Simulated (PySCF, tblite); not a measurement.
# C4H5AlBrCl: geometry, infrared bands and NMR shifts

Aim: predict the infrared bands and NMR shifts of C4H5AlBrCl (`CCC#[C][Al]([Cl])[Br]`).

The runs use tblite 0.8.0 and PySCF 2.14.0, with density-fitted response routines of our own; the level of theory stands in each step. All values are computed, except where a source is named. Atoms are numbered from 0 throughout.

## Step 1: The starting structure

12 atoms, charge 0, multiplicity 1; geometry from: force field or distance geometry start.

Bonds of the start (Å): C0–C1 1.51, C1–C2 1.48, C2–C3 1.20, C3–Al4 1.94, Al4–Cl5 2.21, Al4–Br6 2.38, C0–H7 1.11, C0–H8 1.11, C0–H9 1.11, C1–H10 1.11, C1–H11 1.12.

## Step 2: Optimising the geometry with GFN2-xTB

The job: settings as JSON, then the geometry in Å.

```
{"job": {"kind": "relax", "xc": "GFN2-xTB", "basis": "xTB"}, "charge": 0, "multiplicity": 1}
C     -2.100500     0.447600     0.150400
C     -1.269900    -0.794800    -0.074400
C      0.170400    -0.461900    -0.085900
C      1.332400    -0.170000    -0.117900
Al     3.216600     0.276300    -0.133500
Cl     4.733800    -1.326400    -0.161000
Br     3.888700     2.550000     0.043400
H     -1.935700     1.182000    -0.668400
H     -3.179300     0.170200     0.168200
H     -1.855700     0.927300     1.125300
H     -1.544600    -1.275800    -1.031300
H     -1.455200    -1.525100     0.759200
```

Command:

```bash
$ OMP_NUM_THREADS=1 python probes_run.py task.json out
```

One launch serves the whole session: the jobs run in the order shown.

**Question.** This job is followed by: GFN2-xTB harmonic vibrations, gas phase; GIAO PBE0/pcSseg-1 NMR shielding, non-relativistic, gas phase. Predict these results of the whole session: strongest single infrared mode (GFN2-xTB); zero-point energy (GFN2-xTB); 13C shifts against TMS (PBE0/pcSseg-1); 1H shifts against TMS (PBE0/pcSseg-1, means over atoms taken as alike); 27Al shifts against AlH4- (PBE0/pcSseg-1); 35Cl shifts against HCl (PBE0/pcSseg-1); 79Br shifts against HBr (PBE0/pcSseg-1).

As calculated:

| quantity | value |
| --- | --- |
| strongest single infrared mode (GFN2-xTB) | 2249 cm⁻¹, 227 km/mol |
| zero-point energy (GFN2-xTB) | 48.5 kcal/mol |
| 13C shifts against TMS (PBE0/pcSseg-1) | 122.9, 88.4, 16.9, 16.4 ppm |
| 1H shifts against TMS (PBE0/pcSseg-1, means over atoms taken as alike) | 2.40, 1.27 ppm |
| 27Al shifts against AlH4- (PBE0/pcSseg-1) | 88.8 ppm |
| 35Cl shifts against HCl (PBE0/pcSseg-1) | 39 ppm |
| 79Br shifts against HBr (PBE0/pcSseg-1) | 52 ppm |

The optimisation took 63 steps and gained 0.416 eV; among the close pairs (by a distance rule), Al4–Cl5 changed most, from 2.207 to 2.022 Å. The lowest mode is slightly imaginary (8i cm⁻¹), a soft motion within the noise of the Hessian, so the minimum is not strictly shown. The strongest single mode, at 2249 cm⁻¹, moves mainly C2 and C3. GFN2-xTB is a fitted tight-binding method: band positions and strengths are rough. Its intensities can rank the bands wrongly. At PBE0/pcSseg-1: Shielding is most anisotropic at Br6 (span 593 ppm, paramagnetic term -555 ppm). Spin-orbit coupling is left out, which matters for shieldings and couplings at and beside the heavy atoms.
